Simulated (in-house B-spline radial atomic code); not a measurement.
# Yb³¹⁺: binding energies from hole states

How tightly is each shell of Yb³¹⁺ bound, and how much do the other electrons relax when one leaves?

Method: Dirac-Hartree-Fock, average of configuration, Fermi nucleus, basis-set limit. Code: in-house B-spline radial atomic code version 1.

**1. Starting point**

* element: ytterbium (Z = 70)
* charge: +31
* electrons: 39
* configuration: [Kr] 4d3
* Hamiltonian: Dirac-Coulomb
* nucleus: Fermi, rms radius 5.311 fm

Outer shells as boxes (Hund's rule):

[Kr] 4d3
```
[Kr] core
4d [↑ ][↑ ][↑ ][  ][  ]
```

The boxes draw the filling by Hund's rule, which heavy ions in jj coupling don't follow; these runs average over all states of the configuration.

Input settings:

```ini
Z = 70
electrons = 39.0
configuration = [Kr] 4d3
hamiltonian = dirac
method = hf
spin_polarised = False
nucleus = fermi
rms_radius = 5.3108
mass_number = 174
atomic_mass = 173.938867545
speed_of_light = 137.035999084
```

This reference run was done before. Its total energy is -13566.356333 hartree, and its levels are (the highest eight at most):

| orbital | occupation | energy (eV) | <r> (bohr) |
| --- | --- | --- | --- |
| 3p3/2 | 4 | -3153.37 | 0.2170 |
| 3d3/2 | 4 | -2779.82 | 0.1910 |
| 3d5/2 | 6 | -2729.91 | 0.1951 |
| 4s1/2 | 2 | -1540.95 | 0.4469 |
| 4p1/2 | 2 | -1440.43 | 0.4468 |
| 4p3/2 | 4 | -1373.64 | 0.4675 |
| 4d3/2 | 1.2 | -1225.46 | 0.4612 |
| 4d5/2 | 1.8 | -1211.67 | 0.4673 |

**2. The 3d3/2 hole**

In configurations, a minus sign after the shell means j = l − 1/2 and a plus sign j = l + 1/2; the count of electrons follows.

Input settings:

```ini
Z = 70
electrons = 38.0
configuration = 1s2 2s2 2p6 3s2 3p6 3d-3 3d+6 4s2 4p6 4d3
hamiltonian = dirac
method = hf
spin_polarised = False
nucleus = fermi
rms_radius = 5.3108
mass_number = 174
atomic_mass = 173.938867545
speed_of_light = 137.035999084
```

**3. The 3d5/2 hole**

Changes to the settings of step 2:

```diff
@@ -2,3 +2,3 @@
 electrons = 38.0
-configuration = 1s2 2s2 2p6 3s2 3p6 3d-3 3d+6 4s2 4p6 4d3
+configuration = 1s2 2s2 2p6 3s2 3p6 3d-4 3d+5 4s2 4p6 4d3
 hamiltonian = dirac
```

**4. The 4s hole**

Changes to the settings of step 3:

```diff
@@ -2,3 +2,3 @@
 electrons = 38.0
-configuration = 1s2 2s2 2p6 3s2 3p6 3d-4 3d+5 4s2 4p6 4d3
+configuration = 1s2 2s2 2p6 3s2 3p6 3d10 4s1 4p6 4d3
 hamiltonian = dirac
```

**5. The 4p1/2 hole**

Changes to the settings of step 4:

```diff
@@ -2,3 +2,3 @@
 electrons = 38.0
-configuration = 1s2 2s2 2p6 3s2 3p6 3d10 4s1 4p6 4d3
+configuration = 1s2 2s2 2p6 3s2 3p6 3d10 4s2 4p-1 4p+4 4d3
 hamiltonian = dirac
```

**6. The 4p3/2 hole**

Changes to the settings of step 5:

```diff
@@ -2,3 +2,3 @@
 electrons = 38.0
-configuration = 1s2 2s2 2p6 3s2 3p6 3d10 4s2 4p-1 4p+4 4d3
+configuration = 1s2 2s2 2p6 3s2 3p6 3d10 4s2 4p-2 4p+3 4d3
 hamiltonian = dirac
```

**7. The 4d hole**

Changes to the settings of step 6:

```diff
@@ -2,3 +2,3 @@
 electrons = 38.0
-configuration = 1s2 2s2 2p6 3s2 3p6 3d10 4s2 4p-2 4p+3 4d3
+configuration = 1s2 2s2 2p6 3s2 3p6 3d10 4s2 4p6 4d2
 hamiltonian = dirac
```

Q: What does each hole state cost in eV, and how does that compare with the orbital energies or single holes?

As calculated:

| hole | ΔSCF (eV) | with Breit, QED, recoil (eV) | −ε of the parent (eV) | −ε less ΔSCF (eV) |
| --- | --- | --- | --- | --- |
| 3d3/2 | 2771.28 | 2768.62 | 2779.82 | 8.55 |
| 3d5/2 | 2721.72 | 2719.95 | 2729.91 | 8.19 |
| 4s | 1539.96 | 1537.85 | 1540.95 | 0.99 |
| 4p1/2 | 1439.37 | 1437.51 | 1440.43 | 1.06 |
| 4p3/2 | 1372.71 | 1371.55 | 1373.64 | 0.93 |
| 4d | 1216.22 | 1215.74 | - | - |

**Reading.** Relaxation of the remaining electrons brings each binding energy under −ε, by 8.5 eV for 3d3/2 and 0.93 eV for 4p3/2. The spin-orbit splitting of the 3d hole is 48.66 eV with those corrections. Two partly filled shells share a symmetry and can mix in the average, which may lower the energy, in these hole states: 3d3/2; 3d5/2. A dash stands where an open shell is averaged over j, so that no single parent level belongs to the hole. Values are for the free ion, measured from the vacuum level.
